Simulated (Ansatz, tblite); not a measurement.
# The cluster CuB₆−: one state, many levels

An exercise on one series of results from a longer session: the logs are not shown, and one member is left open.

Computed with Ansatz 0.2.0, Gaussian basis. Level: as each input shows.

Plan: GFN1-xTB, GFN2-xTB, PBE-D4/def2-TZVPD, r2SCAN-D4/def2-TZVPD, HSE06-D4/def2-TZVPD, r2SCAN0-D4/def2-TZVPD, LC-ωPBE/def2-TZVPD, PBE-D4/def2-SVPD, PBE0-D4/def2-SVPD, HF/STO-3G, HF/6-31G, B3LYP-D4/6-31G, CCSD(T)/def2-TZVPD, RPA/def2-TZVPD.

1 further run of the same task is left out (set aside as unsound or not needed).

## The structure

The singlet was relaxed beforehand with PBE-D4/def2-SVPD. At that level it is the lowest of the isomers that a small search found.

7 atoms, charge -1, spin multiplicity 1.

Bond lengths: Cu1–B2 2.210 Å, Cu1–B4 1.892 Å, B2–B4 1.692 Å, B2–B5 1.698 Å, B2–B7 1.641 Å, B3–B5 1.654 Å, B3–B6 1.565 Å, B3–B7 1.780 Å, B4–B5 1.525 Å, B6–B7 1.524 Å. Angles: B2–Cu1–B4 48.0°, Cu1–B2–B4 56.1°, Cu1–B2–B5 109.6°, Cu1–B2–B7 135.8°, B4–B2–B5 53.5°, B4–B2–B7 168.1°, B5–B2–B7 114.6°, B5–B3–B6 163.6°, B5–B3–B7 109.8°, B6–B3–B7 53.7°, Cu1–B4–B2 75.9° and more.

No spin-orbit coupling is included. The ion is computed in the gas phase, without counter-ions or solvent.

PBE0-D4/def2-TZVPD was run before; its log isn't repeated, and its numbers join the tables.

Set-up of the first run:

Tight binding, by tblite at 300 K electronic temperature and without a spin-polarisation term:

```python
tblite.interface.Calculator('GFN1-xTB', numbers, positions, charge=-1, uhf=0).singlepoint()
```

Tight binding, by tblite at 300 K electronic temperature and without a spin-polarisation term:

```python
tblite.interface.Calculator('GFN2-xTB', numbers, positions, charge=-1, uhf=0).singlepoint()
```

start.molden holds the orbitals of an earlier run on this state, given as this run's starting guess.

The input, in.yaml:

```yaml
crystal:
  periodic: [false, false, false]
  atoms:
    - {symbol: Cu, position_ang: [-2.637874, 0.282417, 0.170313]}
    - {symbol: B, position_ang: [-0.432532, 0.234182, 0.038639]}
    - {symbol: B, position_ang: [1.369264, -0.320583, -0.098159]}
    - {symbol: B, position_ang: [-1.408508, -1.148152, 0.026342]}
    - {symbol: B, position_ang: [0.096183, -1.375665, -0.072922]}
    - {symbol: B, position_ang: [2.243520, 0.976794, -0.082286]}
    - {symbol: B, position_ang: [0.769946, 1.351007, 0.018074]}
basis:
  gaussian: {orbitals: def2-TZVPD, initial_orbitals: start.molden}
total_charge: -1
hamiltonian: {xc: pbe, dispersion: d4}
scf: {omitted_lower_state_checks: [starts]}
output: {orbitals: {seedname: orbitals}}
```

The run is started by

```
$ ansatz run in.yaml --threads 4 --pin off --events-out ev --progress --plain --max-ram 4787MiB
```

Among the steps run: PBE-D4/def2-TZVPD; r2SCAN-D4/def2-TZVPD; HSE06-D4/def2-TZVPD; r2SCAN0-D4/def2-TZVPD; LC-ωPBE/def2-TZVPD; PBE-D4/def2-SVPD; PBE0-D4/def2-SVPD; HF/STO-3G; HF/6-31G; B3LYP-D4/6-31G; CCSD(T)/def2-TZVPD; RPA/def2-TZVPD.

One of the session's tables, all rows but one given; the rest of the session is left out.

| level | HOMO (eV) | LUMO (eV) | gap (eV) |
| --- | --- | --- | --- |
| HF/STO-3G | 0.65 | 7.37 | 6.71 |
| HF/6-31G | -1.71 | 4.08 | 5.79 |
| PBE-D4/def2-SVPD | -0.18 | 0.50 | 0.67 |
| PBE-D4/def2-TZVPD | -0.22 | 0.46 | 0.68 |
| r2SCAN-D4/def2-TZVPD | -0.28 | 0.51 | 0.79 |
| B3LYP-D4/6-31G | -0.20 | 1.45 | 1.65 |
| PBE0-D4/def2-SVPD | -0.86 | 1.12 | 1.98 |
| PBE0-D4/def2-TZVPD | ? | ? | ? |
| r2SCAN0-D4/def2-TZVPD | -0.96 | 1.11 | 2.06 |
| HSE06-D4/def2-TZVPD | -0.52 | 0.76 | 1.28 |
| LC-ωPBE/def2-TZVPD | -2.99 | 2.73 | 5.71 |

**Question.** Estimate the row for PBE0-D4/def2-TZVPD.

As computed: HOMO (eV): -0.89; LUMO (eV): 1.10; gap (eV): 1.98. In the column «HOMO (eV)» it lies between r2SCAN0-D4/def2-TZVPD (-0.96) and PBE0-D4/def2-SVPD (-0.86).

To keep in mind: The anion's highest level is positive in at least one run, so there the basis alone may hold the extra electron.
